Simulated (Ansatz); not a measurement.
# C₂H₉BOSi: small, medium and large basis sets

The task here is to estimate one member of a computed series from the others.

Program: Ansatz 0.2.0, Gaussian basis. Level of theory: one geometry, several basis sets. These are calculated values, not measurements.

Levels to be run: PBE0-D4/def2-SVP; ωB97M-V/def2-SVP; PBE0-D4/def2-QZVPP; ωB97M-V/def2-QZVPP; the functionals' def2-TZVPP values are taken from earlier runs.

## Structure used throughout

All runs share one geometry, relaxed beforehand with PBE0-D4 in a triple-zeta def2 set.

SMILES `CB(C)O[SiH3]`, 14 atoms, charge 0, spin multiplicity 1.

Atoms are counted from 1 here; the program's logs count them from 0.

Bond lengths: C1–B2 1.576 Å, C1–H6 1.092 Å, C1–H7 1.098 Å, C1–H8 1.095 Å, B2–C3 1.568 Å, B2–O4 1.368 Å, C3–H9 1.094 Å, C3–H10 1.091 Å, C3–H11 1.098 Å, O4–Si5 1.649 Å, Si5–H12 1.481 Å, Si5–H13 1.486 Å, Si5–H14 1.486 Å. Angles: B2–C1–H6 113.1°, B2–C1–H7 108.4°, B2–C1–H8 113.5°, H6–C1–H7 106.6°, H6–C1–H8 108.5°, H7–C1–H8 106.3°, C1–B2–C3 122.1°, C1–B2–O4 120.1°, C3–B2–O4 117.8°, B2–C3–H9 111.7°, B2–C3–H10 113.4°, B2–C3–H11 108.8°, H9–C3–H10 109.3°, H9–C3–H11 105.4°, H10–C3–H11 107.8°, B2–O4–Si5 132.7°, O4–Si5–H12 107.2°, O4–Si5–H13 110.7° and more.

Set-up of the first run:

Contents of in.yaml:

```yaml
crystal:
  periodic: [false, false, false]
  atoms:
    - {symbol: C, position_ang: [-1.341409, 0.646365, -0.028297]}
    - {symbol: B, position_ang: [-0.252070, -0.486173, 0.087154]}
    - {symbol: C, position_ang: [-0.634124, -1.988400, 0.322058]}
    - {symbol: O, position_ang: [1.075301, -0.176126, -0.031478]}
    - {symbol: Si, position_ang: [1.874528, 1.247207, -0.263742]}
    - {symbol: H, position_ang: [-2.297181, 0.367966, 0.419922]}
    - {symbol: H, position_ang: [-1.536770, 0.832718, -1.092794]}
    - {symbol: H, position_ang: [-1.023939, 1.603510, 0.397449]}
    - {symbol: H, position_ang: [-1.478781, -2.293440, -0.303411]}
    - {symbol: H, position_ang: [0.197431, -2.677000, 0.164687]}
    - {symbol: H, position_ang: [-0.978797, -2.108426, 1.357214]}
    - {symbol: H, position_ang: [3.316806, 0.926621, -0.369845]}
    - {symbol: H, position_ang: [1.415588, 1.909292, -1.512947]}
    - {symbol: H, position_ang: [1.650516, 2.166484, 0.882730]}
basis:
  gaussian: {orbitals: def2-SVP}
hamiltonian: {xc: pbe0, dispersion: d4}
output: {orbitals: {seedname: orbitals}}
```

Steps of the session up to this table: PBE0-D4 in def2-SVP; ωB97M-V in def2-SVP; PBE0-D4 in def2-QZVPP; ωB97M-V in def2-QZVPP.

One table of the session follows, with a row left open; its other results are not shown here.

It belongs to the step «Density functionals: the series». 

| functional | basis | HOMO (eV) | LUMO (eV) |
| --- | --- | --- | --- |
| PBE0-D4 | def2-SVP | -8.03 | 0.39 |
| PBE0-D4 | def2-TZVPP | ? | ? |
| PBE0-D4 | def2-QZVPP | -8.11 | 0.08 |
| ωB97M-V | def2-SVP | -10.34 | 2.46 |
| ωB97M-V | def2-TZVPP | -10.43 | 1.73 |
| ωB97M-V | def2-QZVPP | -10.43 | 1.34 |

Q: Estimate the row for PBE0-D4, def2-TZVPP from the others.

**Answer.** HOMO (eV): -8.10; LUMO (eV): 0.25. In the column «HOMO (eV)» it lies between PBE0-D4, def2-QZVPP (-8.11) and PBE0-D4, def2-SVP (-8.03).
